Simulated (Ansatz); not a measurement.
# PtSe (P-6m2) in Ansatz: notebook

Runs on PtSe. Level: PBE. Tasks: single point.

Everything below comes from runs of Ansatz 0.2.0. Logs are shortened: lines on timing, memory, paths and dates and some standing lists are left out, and cuts for length are marked.

### 1 The structure

Symmetry: P-6m2, No. 187, hexagonal system. The conventional cell has a = 3.554 Å, b = 3.554 Å, c = 3.613 Å, α = 90.00°, β = 90.00°, γ = 120.00°. Pt (site symmetry -6m2) has 6 Se at 2.73 Å as nearest neighbours. Around Se (site symmetry -6m2) lie 6 Pt at 2.73 Å.

The cell comes from a database or a generator and needn't be the stable form of this composition.

### 2 Single point, PBE, 19.76 Å³/atom

input.yaml

```yaml
crystal:
  lattice:
    - [3.5537955168, 0.0, 0.0]
    - [-1.7768977536, 3.0776772, 0.0]
    - [0.0, 0.0, 3.61284203]
  atoms:
    - { symbol: Pt, position: [0.0, 0.0, 0.0] }
    - { symbol: Se, position: [0.6666666667, 0.3333333333, 0.5] }
hamiltonian:
  xc: pbe
  pseudopotentials: { kind: paw }
kpoints:
  mp_grid: { grid: [7, 7, 6] }
scf:
  occupations: { method: fermi_dirac, width: 0.05 }
output:
  forces: true
  stress: true
  eigenvalues: true
```

Potentials or basis: Ansatz PAW.

Command:

```bash
ansatz run input.yaml --threads 2 --pin off --max-ram 5632MiB --backend cpu --events-out ev --progress --plain --runs-dir out
```

Log:

```text
Warning: RAYON_NUM_THREADS=2 ignored (pool sized by the plan → 2); use --threads N
Engine: ansatz 0.2.0, aarch64-unknown-linux-gnu
Pseudopotentials: kind: paw
Pseudopotential: Pt, paw, valence charge 18, recommended cutoff 420 eV (normal), Pt.paw.azcp
Pseudopotential: Se, paw, valence charge 16, recommended cutoff 420 eV (normal), Se.paw.azcp
Functional definition: PBE
  parameter kappa = 0.804
  parameter beta = 0.06672455060314922
  exchange = pbe_x(kappa = kappa, mu = beta*pi^2/3)
  correlation = pbe_c(beta = beta)
Crystal: 2 atoms, lattice volume = 39.515 Å³
Basis set: ecut = 420 eV, 763 PW (Γ), exchange–correlation on 48×48×50 points (8 copies of the dense FFT grid, shifted against one another)
Bands: 21, of which v1, the nominal top of the filled ones, is band 17 counted from 1 (16 counted from 0)
Symmetry: 12 space group operations
Space group: P-6m2 (ITA 187), of the structure as read, at distance tolerance 3.4e-5 Å
k-points: 32 of 294 (time reversal used)
Non-local potential: Pt, projectors of the file, l = 0: 3, l = 1: 2, l = 2: 2, l = 3: 1
Non-local potential: Se, projectors of the file, l = 0: 2, l = 1: 2, l = 2: 3, l = 3: 1
PAW form: soft (Blöchl's): semilocal exchange-correlation on the pseudo side does not see the compensation charge
PAW one-centre angular grid: Pt, 590 points (default); XC on 64 Gauss nodes
PAW one-centre angular grid: Se, 590 points (default); XC on 64 Gauss nodes
Initial density: superposition of atomic densities (neutral atoms: chi_scale 0, normalization atom), corrected by the library's trained network
Initial wavefunctions: pseudopotential atomic-orbital guess
Functional: x = pbe(κ = 0.804, μ = 0.2195149727645171), c = pbe(β = 0.06672455060314922)
SCF iter   1: F=—  HF=-17991.621843 eV  |F-HF|=—  |Δ(HF+E_count)|=         —  Δρ=4.89e-3  dr2=6.22e-3  ethr=1.77e-3  ⟨swp⟩=5.1  Hψ=2841  notcnv=0
preconditioner: auto → none  [metal: Δε(μ)=0.044 eV  Ē_g=9.124 eV  σ=0.050 eV  W_gap=0.22  n_scr=8 (ndim 8)  ℏωp=23.6 eV  f_vac=0.000  D(μ)=1.23/eV (n_scr^D=8)  sad-step TF]
SCF iter   2: F=—  HF=-17991.622898 eV  |F-HF|=—  |Δ(HF+E_count)|=   1.06e-3  Δρ=2.76e-3  dr2=2.51e-3  ethr=1.83e-5  ⟨swp⟩=2.0  Hψ=1108  notcnv=0
SCF iter   3: F=—  HF=-17991.622990 eV  |F-HF|=—  |Δ(HF+E_count)|=   9.17e-5  Δρ=3.82e-4  dr2=3.73e-5  ethr=7.39e-6  ⟨swp⟩=2.0  Hψ=1028  notcnv=0
SCF iter   4: F=—  HF=-17991.623005 eV  |F-HF|=—  |Δ(HF+E_count)|=   1.49e-5  Δρ=8.98e-5  dr2=2.82e-6  ethr=1.10e-7  ⟨swp⟩=2.4  Hψ=1047  notcnv=0
SCF iter   5: F=—  HF=-17991.623005 eV  |F-HF|=—  |Δ(HF+E_count)|=   3.77e-7  Δρ=2.15e-5  dr2=1.64e-7  ethr=8.30e-9  ⟨swp⟩=2.4  Hψ=1188  notcnv=0
SCF iter   6: F=-17991.623005 eV  HF=-17991.623005 eV  |F-HF|=1.06e-10  |Δ(HF+E_count)|=   1.10e-8  Δρ=2.96e-6  dr2=2.47e-9  ethr=2.94e-10  ⟨swp⟩=4.5  Hψ=2505  notcnv=0
SCF 1 converged in 6 iterations: F = -17991.623005 eV  dr2 = 2.47e-9
SCF converged after 6 iterations
Free energy (F): -17991.623005 eV
Harris-Foulkes:  -17991.623005 eV  (|F-HF|=1.06e-10)
Internal energy: -17991.613230 eV  (E = F + TS)
E sigma→0 (E₀):  -17991.618117 eV
Entropy (-TS):   -0.009775 eV (-4.888 meV/atom)
Fermi energy:    14.312582 eV
--- Per-component energies (eV) ---
  E_band       = -581.666847
  E_kinetic    = 753.366617
  E_local      = -4014.183231  (includes V_loc(G=0)·N_el)
  E_nonlocal   = -391.383817
  E_hartree    = 1771.052524
  E_xc         = -363.790178
  E_vxc        = -398.072330  (∫ρ·V_xc dr)
  E_paw        = -11367.615759  (= ΣΔE_a)
  E_vpaw       = -73.500012  (= ΣTr[D̂ρ^β])
  E_aug_tail   = -0.000395  (compensation charges beyond the density's cutoff)
  E_ewald      = -4379.058991
  E_smearing   = -0.009775  (= −TS)
  E_closure    = 0.000000  (closes the sum)
  Σ components = -17991.623005   (vs F -17991.623005, Δ=0.00e0)
--- Forces (eV/Å), atoms counted from 1 ---
  atom   1  Pt    -0.00000000    -0.00000000     0.00000000
  atom   2  Se     0.00000000    -0.00000000     0.00000000
  max |Σ_I F_I| component: 7.40e-17 eV/Å
--- Stress (GPa, compression-positive) ---
       -4.059368       0.000000       0.000000
        0.000000      -4.059368       0.000000
        0.000000       0.000000      -8.851348
  P = ⅓ Tr σ = -5.6567 GPa (-56.567 kbar)
--- Band table (eV; the first three rows and the last of 32) ---
  k-point 0: bands = ["-83.5682", "-37.9050", "-37.7825", "-37.7825", "-34.4928", "-34.4852", "-34.4852", "-34.4684", "-34.4684", "-0.6782", "10.4547", "10.5313", "10.5313", "11.7859", "12.1093", "12.1093", "14.5413", "15.0881", "15.0881", "21.6546", "22.4588"]
  k-point 1: bands = ["-83.5681", "-37.9077", "-37.7823", "-37.7823", "-34.4926", "-34.4851", "-34.4851", "-34.4685", "-34.4685", "-0.4736", "9.3006", "10.6273", "10.6273", "11.6438", "11.8657", "11.8657", "15.1729", "15.1729", "16.1448", "22.1946", "22.7455"]
  k-point 2: bands = ["-83.5681", "-37.9131", "-37.7820", "-37.7820", "-34.4920", "-34.4850", "-34.4850", "-34.4687", "-34.4687", "0.0056", "7.4576", "10.7689", "10.7689", "11.5711", "11.5711", "12.1142", "15.1006", "15.1006", "18.2002", "21.8992", "23.9095"]
  k-point 31: bands = ["-83.5676", "-37.9135", "-37.7962", "-37.7919", "-34.4909", "-34.4858", "-34.4847", "-34.4679", "-34.4674", "1.0593", "8.4218", "8.6209", "10.0712", "11.7669", "12.7116", "12.9652", "13.7811", "15.0048", "15.6689", "17.7216", "22.9071"]
```

Run time: 1.5 s. Hardware: 2 threads of Arm Neoverse V1, shared host; peak memory 0.31 GiB.

What came out:

```
Free energy            : -17991.6230 eV
Pressure               : -5.7 GPa
Band gap on the k mesh : none (metal or under the smearing width)
```

### 3 Single point, PBE, 20.59 Å³/atom

input.yaml, as its differences from that of step 2:

```diff
@@ -2,4 +2,4 @@
   lattice:
-    - [3.5537955168, 0.0, 0.0]
-    - [-1.7768977536, 3.0776772, 0.0]
+    - [3.6278329234, 0.0, 0.0]
+    - [-1.8139164568, 3.141795475, 0.0]
     - [0.0, 0.0, 3.61284203]
@@ -19 +19,5 @@
   eigenvalues: true
+  write_density: true
+  write_potential: true
+  elf: true
+  volumetric_format: npy
```

Potentials or basis: Ansatz PAW.

Command:

```bash
ansatz run input.yaml --threads 2 --pin off --max-ram 5632MiB --backend cpu --events-out ev --progress --plain --runs-dir out
```

Wall time 2.2 s (2 threads of Arm Neoverse V1, shared host); peak memory 0.33 GiB.

The run converged. Its results:

* Free energy: -17991.5638 eV
* Pressure: -8.9 GPa
* Band gap on the k mesh: none (metal or under the smearing width)
